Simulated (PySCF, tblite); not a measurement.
# C₈H₁₆GeO: geometry, infrared bands and NMR shifts

Wanted: the infrared bands and NMR shifts of C₈H₁₆GeO (`[GeH3][O][C@]12CCC[C@H]1CCC2`), by calculation.

Computed with tblite 0.8.0 and PySCF 2.14.0, with density-fitted response routines of our own, on a single molecule in the gas phase. Atoms are numbered from 0 throughout.

**1. Starting geometry**

26 atoms, charge 0, multiplicity 1; geometry from: force field or distance geometry start.

Bonds of the start (Å): Ge0–O1 1.81, O1–C2 1.38, C2–C3 1.48, C3–C4 1.53, C4–C5 1.53, C5–C6 1.51, C6–C7 1.50, C7–C8 1.49, C8–C9 1.50, C6–C2 1.53, C9–C2 1.49, Ge0–H10 1.54, Ge0–H11 1.55, Ge0–H12 1.55, C3–H13 1.10, C3–H14 1.11, C4–H15 1.10, C4–H16 1.11, C5–H17 1.11, C5–H18 1.09, C6–H19 1.10, C7–H20 1.11, C7–H21 1.11, C8–H22 1.11, C8–H23 1.10, C9–H24 1.10, C9–H25 1.12.

**2. Optimising the geometry with GFN2-xTB**

What the job is given:

```
{"job": {"kind": "relax", "xc": "GFN2-xTB", "basis": "xTB"}, "charge": 0, "multiplicity": 1}
Ge     2.900600    -0.073400    -0.428000
O      1.271200    -0.322300    -1.184600
C      0.358600    -0.089900    -0.173300
C      0.570600    -1.030500     0.955200
C     -0.687200    -1.884500     1.083500
C     -1.721300    -0.879000     0.570600
C     -1.041600    -0.414500    -0.696300
C     -1.603500     0.858600    -1.249200
C     -0.911300     1.948600    -0.497200
C      0.286500     1.352800     0.192100
H      3.452100     1.327400    -0.755100
H      2.856300    -0.236200     1.109100
H      3.809400    -1.145900    -1.081000
H      0.778000    -0.549500     1.925900
H      1.417600    -1.730000     0.777600
H     -0.904700    -2.184300     2.121600
H     -0.654200    -2.751100     0.390900
H     -1.790000    -0.033800     1.293800
H     -2.697700    -1.332500     0.393700
H     -0.994400    -1.219300    -1.445700
H     -2.709800     0.908100    -1.139100
H     -1.332600     0.924700    -2.322400
H     -1.570300     2.426700     0.260900
H     -0.565200     2.735400    -1.190200
H      0.251400     1.556900     1.274500
H      1.210600     1.860300    -0.174100
```

Launch:

```console
> OMP_NUM_THREADS=1 python probes_run.py task.json out
```

This one command runs all jobs of the session in turn.

Standard output:

```text
step      E/eV     max force
  0    -851.66802    2.981
  1    -851.96410    1.169
  2    -852.06438    0.729
  3    -852.14244    0.572
  4    -852.19047    0.540
  5    -852.23338    0.503
  6    -852.25685    0.464
  7    -852.28177    0.391
  8    -852.30649    0.417
  9    -852.32923    0.272
 10    -852.34707    0.334
 11    -852.36458    0.354
 12    -852.38775    0.378
 13    -852.41667    0.417
 14    -852.44231    0.304
 15    -852.45784    0.204
 16    -852.46724    0.213
 17    -852.47609    0.211
 18    -852.48677    0.205
 19    -852.49941    0.231
 20    -852.51307    0.234
 21    -852.52611    0.223
 22    -852.53768    0.197
 23    -852.54767    0.187
 24    -852.55626    0.231
 25    -852.56380    0.200
 26    -852.57072    0.200
 27    -852.57752    0.173
 28    -852.58403    0.176
 29    -852.58907    0.139
 30    -852.59204    0.088
 31    -852.59373    0.074
 32    -852.59501    0.071
 33    -852.59620    0.069
 34    -852.59736    0.071
 35    -852.59852    0.077
 36    -852.59967    0.066
 37    -852.60084    0.078
 38    -852.60212    0.078
 39    -852.60355    0.078
 40    -852.60503    0.080
 41    -852.60632    0.064
 42    -852.60730    0.060
 43    -852.60803    0.050
 44    -852.60865    0.057
 45    -852.60923    0.058
 46    -852.60984    0.049
 47    -852.61052    0.050
 48    -852.61125    0.049
 49    -852.61195    0.053
 50    -852.61267    0.076
 51    -852.61358    0.091
 52    -852.61495    0.106
 53    -852.61694    0.121
 54    -852.61933    0.130
 55    -852.62164    0.128
 56    -852.62369    0.124
 57    -852.62566    0.129
 58    -852.62776    0.128
 59    -852.62981    0.105
 60    -852.63150    0.074
 61    -852.63260    0.080
 62    -852.63350    0.091
 63    -852.63406    0.064
 64    -852.63448    0.042
 65    -852.63473    0.037
 66    -852.63507    0.039
 67    -852.63536    0.044
 68    -852.63568    0.040
 69    -852.63595    0.037
 70    -852.63617    0.034
 71    -852.63635    0.035
 72    -852.63656    0.043
 73    -852.63683    0.055
 74    -852.63718    0.057
 75    -852.63755    0.043
 76    -852.63789    0.043
 77    -852.63828    0.045
 78    -852.63882    0.065
 79    -852.63958    0.076
 80    -852.64044    0.065
 81    -852.64124    0.064
 82    -852.64204    0.073
 83    -852.64304    0.085
 84    -852.64437    0.099
 85    -852.64595    0.095
 86    -852.64795    0.090
 87    -852.64983    0.099
 88    -852.65264    0.145
 89    -852.65589    0.143
 90    -852.65928    0.174
 91    -852.66107    0.297
 92    -852.66612    0.142
 93    -852.67028    0.118
 94    -852.68182    0.165
 95    -852.68710    0.250
 96    -852.69594    0.205
 97    -852.70323    0.157
 98    -852.70944    0.229
 99    -852.71286    0.195
100    -852.71878    0.194
101    -852.72578    0.283
102    -852.73637    0.276
103    -852.74209    0.119
104    -852.74580    0.093
105    -852.74781    0.089
106    -852.74944    0.087
107    -852.75139    0.096
108    -852.75313    0.074
109    -852.75482    0.076
110    -852.75610    0.074
111    -852.75730    0.064
112    -852.75835    0.051
113    -852.75930    0.058
114    -852.76016    0.064
115    -852.76105    0.067
116    -852.76207    0.063
117    -852.76323    0.057
118    -852.76429    0.053
119    -852.76512    0.054
120    -852.76585    0.051
121    -852.76678    0.064
122    -852.76808    0.072
123    -852.76965    0.069
124    -852.77108    0.070
125    -852.77212    0.065
126    -852.77291    0.055
127    -852.77360    0.045
128    -852.77420    0.053
129    -852.77456    0.027
130    -852.77472    0.022
131    -852.77480    0.021
132    -852.77488    0.021
133    -852.77497    0.017
134    -852.77505    0.015
135    -852.77509    0.011
136    -852.77512    0.010
```

It took 5.1 s on 1 thread of AMD EPYC, shared host; peak memory 0.18 GiB.

Relaxation path: (not every step is listed)

```
step  energy from step 0 (eV)  largest force (eV/Å)
   0                   0.0000                2.9811
   1                  -0.2961                1.1685
   2                  -0.3964                0.7290
   3                  -0.4744                0.5721
   4                  -0.5225                0.5405
   5                  -0.5654                0.5032
   6                  -0.5888                0.4644
   7                  -0.6138                0.3909
   8                  -0.6385                0.4171
  20                  -0.8451                0.2343
  32                  -0.9270                0.0711
  44                  -0.9406                0.0569
  56                  -0.9557                0.1242
  68                  -0.9677                0.0398
  80                  -0.9724                0.0648
  92                  -0.9981                0.1424
 104                  -1.0778                0.0935
 116                  -1.0941                0.0627
 128                  -1.1062                0.0535
 131                  -1.1068                0.0214
 132                  -1.1069                0.0205
 133                  -1.1070                0.0166
 134                  -1.1070                0.0149
 135                  -1.1071                0.0111
 136                  -1.1071                0.0099
```

Distances of close pairs at the start and the end, largest changes first:

```
   bond  before (Å)  after (Å)  change (Å)
 Ge0–O1       1.814      1.734      -0.079
Ge0–H12       1.550      1.488      -0.062
  C2–C3       1.484      1.537      +0.053
  C2–C9       1.490      1.534      +0.044
Ge0–H11       1.546      1.506      -0.040
Ge0–H10       1.541      1.505      -0.035
  C6–C7       1.497      1.532      +0.034
  C7–C8       1.494      1.528      +0.034
```

The next job starts from the end point, and lists it.

**3. Vibrational analysis with GFN2-xTB**

What the job is given:

```
{"job": {"kind": "ir", "xc": "GFN2-xTB", "basis": "xTB"}, "charge": 0, "multiplicity": 1}
Ge     3.151764    -0.379374    -0.606930
O      1.441578    -0.617707    -0.767663
C      0.378366    -0.030877    -0.048872
C      0.237827    -0.669163     1.342670
C     -0.739676    -1.818600     1.129076
C     -1.781678    -1.195854     0.204618
C     -0.960048    -0.350158    -0.776843
C     -1.586275     1.005639    -1.116745
C     -0.984299     1.967199    -0.092540
C      0.463615     1.500204    -0.003692
H      3.553869     1.019745    -0.989477
H      3.632046    -0.658090     0.793284
H      3.638274    -1.392007    -1.582572
H     -0.184517     0.055619     2.040409
H      1.207874    -0.996770     1.717524
H     -1.167218    -2.189317     2.060121
H     -0.234421    -2.641262     0.621189
H     -2.444607    -0.551280     0.785031
H     -2.390022    -1.942194    -0.304388
H     -0.741030    -0.927992    -1.675997
H     -2.674476     0.975896    -1.075300
H     -1.289261     1.314120    -2.119848
H     -1.478503     1.848331     0.873228
H     -1.069963     3.010150    -0.395091
H      0.986744     1.849093     0.888121
H      1.012991     1.837265    -0.886039
```

Standard output:

```text
mode    cm-1     km/mol
  1      49.6      0.50
  2      82.5      0.15
  3     109.1      0.66
  4     126.6      1.67
  5     171.8      0.38
  6     220.5      2.46
  7     249.3      1.13
  8     352.9      4.20
  9     384.2      1.56
 10     418.1      7.81
 11     491.5     21.44
 12     538.8      6.55
 13     562.2     20.49
 14     587.2     92.42
 15     592.0      2.20
 16     624.9    120.69
 17     664.4     82.12
 18     763.8    258.80
 19     784.2     54.76
 20     801.6    156.27
 21     836.6    165.22
 22     850.7      4.66
 23     861.9      1.56
 24     884.7      3.54
 25     904.4      7.82
 26     961.8      5.97
 27     980.8      3.62
 28     987.3      1.80
 29    1010.9     15.84
 30    1023.6     63.27
 31    1036.6      1.59
 32    1074.5      4.81
 33    1080.8      4.37
 34    1103.6      8.49
 35    1109.8      9.89
 36    1155.6     10.54
 37    1159.7      6.22
 38    1179.1      4.02
 39    1189.7     21.15
 40    1202.1     10.14
 41    1227.0      1.20
 42    1234.0      9.03
 43    1258.0     12.75
 44    1285.1      0.43
 45    1301.1      5.45
 46    1305.6      5.52
 47    1315.3      0.50
 48    1319.5      6.36
 49    1321.6      0.67
 50    1332.1      0.34
 51    1464.7      0.80
 52    1474.7      0.09
 53    1482.6      0.33
 54    1485.6      0.33
 55    1495.0      0.47
 56    1502.1      0.61
 57    1911.1    136.92
 58    1964.8    526.27
 59    2093.4    389.20
 60    2959.8     18.71
 61    2969.8      4.71
 62    2974.4     17.06
 63    2976.0     17.66
 64    2976.9     20.09
 65    2980.0      8.87
 66    2987.4     46.23
 67    2991.5     19.66
 68    2996.7    177.92
 69    3000.4     57.29
 70    3002.0     33.07
 71    3007.2     93.78
 72    3008.2     63.33
```

It took 4.9 s on 1 thread of AMD EPYC, shared host; peak memory 0.18 GiB.

The strongest bands and the atoms that carry them (share of the mass-weighted mode):

```
cm⁻¹  km/mol                         atoms
 625   120.7   H12 34 %, O1 29 %, H10 13 %
 764   258.8  H12 27 %, H11 23 %, H10 20 %
 802   156.3  H12 57 %, H10 23 %, H11 17 %
 837   165.2            H10 49 %, H11 46 %
1911   136.9            H11 55 %, H10 39 %
1965   526.3            H10 57 %, H11 41 %
2093   389.2                      H12 94 %
2997   177.9  H16 32 %, H21 17 %, H17 13 %
```

**4. Geometry optimisation at PBE0-D3(BJ)/def2-SVP**

What the job is given:

```
{"job": {"xc": "PBE0", "basis": "def2-SVP", "d3": "d3bj", "grid": 1, "shake": 0.01, "kind": "geom"}, "charge": 0, "multiplicity": 1}
Ge     3.172170    -0.404930    -0.602750
O      1.435900    -0.622230    -0.769820
C      0.358170    -0.033200    -0.057520
C      0.271060    -0.666910     1.339140
C     -0.742490    -1.825280     1.118520
C     -1.785590    -1.191030     0.202230
C     -0.950470    -0.352160    -0.776600
C     -1.570820     1.011090    -1.121800
C     -0.986130     1.972600    -0.073190
C      0.460920     1.497770     0.006330
H      3.545000     1.016830    -0.980650
H      3.637850    -0.657170     0.799990
H      3.609990    -1.381790    -1.592170
H     -0.201200     0.058380     2.047410
H      1.203430    -1.007530     1.717790
H     -1.167750    -2.175260     2.067600
H     -0.232480    -2.630150     0.619130
H     -2.453870    -0.545440     0.790860
H     -2.392170    -1.950020    -0.302100
H     -0.765970    -0.921090    -1.671080
H     -2.690860     0.976510    -1.084940
H     -1.281690     1.293780    -2.128990
H     -1.471410     1.859900     0.851650
H     -1.074940     3.013430    -0.401180
H      1.002650     1.837180     0.891670
H      1.002510     1.851320    -0.886260
```

Standard output:

```text
step   0  E = -2465.47775199  max force = 0.051168
step   1  E = -2465.48920450  max force = 0.011402
step   2  E = -2465.49018198  max force = 0.002828
step   3  E = -2465.49024928  max force = 0.000894
step   4  E = -2465.49027025  max force = 0.000379
step   5  E = -2465.49027899  max force = 0.000565
step   6  E = -2465.49028259  max force = 0.000414
optimisation converged
```

Run time: 11 min. Hardware: 1 thread of AMD EPYC, shared host; peak memory 1.1 GiB.

Relaxation path:

```
step  energy from step 0 (eV)  largest force component (eV/Å)
   0                   0.0000                          2.6312
   1                  -0.3116                          0.5863
   2                  -0.3382                          0.1454
   3                  -0.3401                          0.0460
   4                  -0.3406                          0.0195
   5                  -0.3409                          0.0291
   6                  -0.3410                          0.0213
```

Close pairs (by a distance rule), those that changed most:

```
   bond  before (Å)  after (Å)  change (Å)
Ge0–H12       1.458      1.534      +0.076
 C8–H22       1.050      1.104      +0.054
Ge0–H11       1.499      1.543      +0.044
 C3–H14       1.062      1.101      +0.038
  C2–C6       1.527      1.565      +0.038
  C3–C4       1.555      1.523      -0.032
 C4–H16       1.076      1.103      +0.027
 Ge0–O1       1.758      1.783      +0.025
```

The final coordinates are the input of the step that follows.

```
                         at the end point                value
  point group (found at 0.08 Å tolerance)                   C1
rotational constants (GHz, main isotopes)  1.691, 0.603, 0.513
                        dipole moment (D)                 0.98
```

(Part 1 of 2 ends here.)
